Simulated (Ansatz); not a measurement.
# GeH₂O: taking an electron away

Aim: the vertical ionisation energy of GeH₂O, as cation minus neutral at the neutral's geometry, on several levels, and how well −ε(HOMO) stands in for it.

Computed with Ansatz 0.2.0, Gaussian basis. Level: unrestricted cation, the program's frozen cores in correlated methods.

Levels to be run: UKS PBE-D4/def2-TZVPP; UKS r2SCAN-D4/def2-TZVPP; UKS PBE0-D4/def2-TZVPP; UKS B3LYP-D4/def2-TZVPP; UKS wB97X-V/def2-TZVPP; UKS wB97M-V/def2-TZVPP; UKS B2PLYP/def2-TZVPP; UHF-CCSD(T)/def2-TZVPP; UHF-MP2/def2-QZVPP; extrapolation to the limit; then −ε(HOMO) from the neutral's earlier runs with LDA (SPW92), PBE-D4, revPBE-D4, BLYP-D4, r2SCAN-D4, B97M-V, PBE0-D4, B3LYP-D4, r2SCANh-D4, r2SCAN0-D4, HSE06-D4, BHLYP-D4, CAM-B3LYP-D4, LC-ωPBE, ωB97X-V, ωB97M-V.

### Step 1. Structure used throughout

All runs share one geometry, relaxed beforehand with PBE0-D4 in a triple-zeta def2 set.

SMILES `[O]=[GeH2]`, 4 atoms, charge 0, spin multiplicity 1.

Atoms are counted from 1 here; the program's logs count them from 0.

Bond lengths: O1–Ge2 1.632 Å, Ge2–H3 1.542 Å, Ge2–H4 1.542 Å. Angles: O1–Ge2–H3 123.4°, O1–Ge2–H4 123.4°, H3–Ge2–H4 113.2°.

Coordinates:

```xyz
4
GeH2O
O    -0.0584   -0.9621    1.3374
Ge   -0.0007   -0.0093    0.0135
H    -1.1355    0.0677   -1.0271
H     1.1947    0.9037   -0.3239
```

### Step 2. Cation, UKS PBE-D4/def2-TZVPP

File in.yaml:

```yaml
crystal:
  periodic: [false, false, false]
  atoms:
    - {symbol: O, position_ang: [-0.058428, -0.962085, 1.337438]}
    - {symbol: Ge, position_ang: [-0.000738, -0.009289, 0.013493]}
    - {symbol: H, position_ang: [-1.135496, 0.067691, -1.027054]}
    - {symbol: H, position_ang: [1.194663, 0.903692, -0.323878]}
basis:
  gaussian: {orbitals: def2-TZVPP}
total_charge: 1
magnetization: {spin_polarized: true, initial_magnetization: 1}
hamiltonian: {xc: pbe, dispersion: d4}
```

Launch:

```sh
$ ansatz run in.yaml --threads 4 --pin off --events-out ev --progress --plain --max-ram 10444MiB
```

The runs that follow: Cation, UKS r2SCAN-D4/def2-TZVPP; Cation, UKS PBE0-D4/def2-TZVPP; Cation, UKS B3LYP-D4/def2-TZVPP; Cation, UKS wB97X-V/def2-TZVPP; Cation, UKS wB97M-V/def2-TZVPP; Cation, UKS B2PLYP (frozen core)/def2-TZVPP; Cation, UHF-CCSD(T)/def2-TZVPP; Cation, UHF-MP2/def2-QZVPP.

**Question.** What will the summary of the whole plan be? Wanted: ionisation energy, CCSD(T)/CBS; nearest functional by difference; nearest −ε(HOMO); −ε(HOMO) of PBE; T1 of the cation.

**Answer**, as computed:

| quantity | value |
| --- | --- |
| ionisation energy, CCSD(T)/CBS | 10.37 eV |
| nearest functional by difference | B2PLYP (-0.15 eV) |
| nearest −ε(HOMO) | LC-ωPBE (+0.12 eV) |
| −ε(HOMO) of PBE | 6.27 eV |
| T1 of the cation | 0.023 |

Energy differences with functionals land within 0.40 eV of the reference. The PBE orbital energy is 4.1 eV too small: a semilocal HOMO is no ionisation energy. Among orbital estimates LC-ωPBE comes nearest. Hartree-Fock falls 2.27 eV short, as the neutral has more correlation energy than the cation. Correlated methods include outer-core shells of Ge, which these sets cover unevenly. With outer-core shells in play the reference is unsure by up to some tenths of an eV, so close misses can't be ranked.
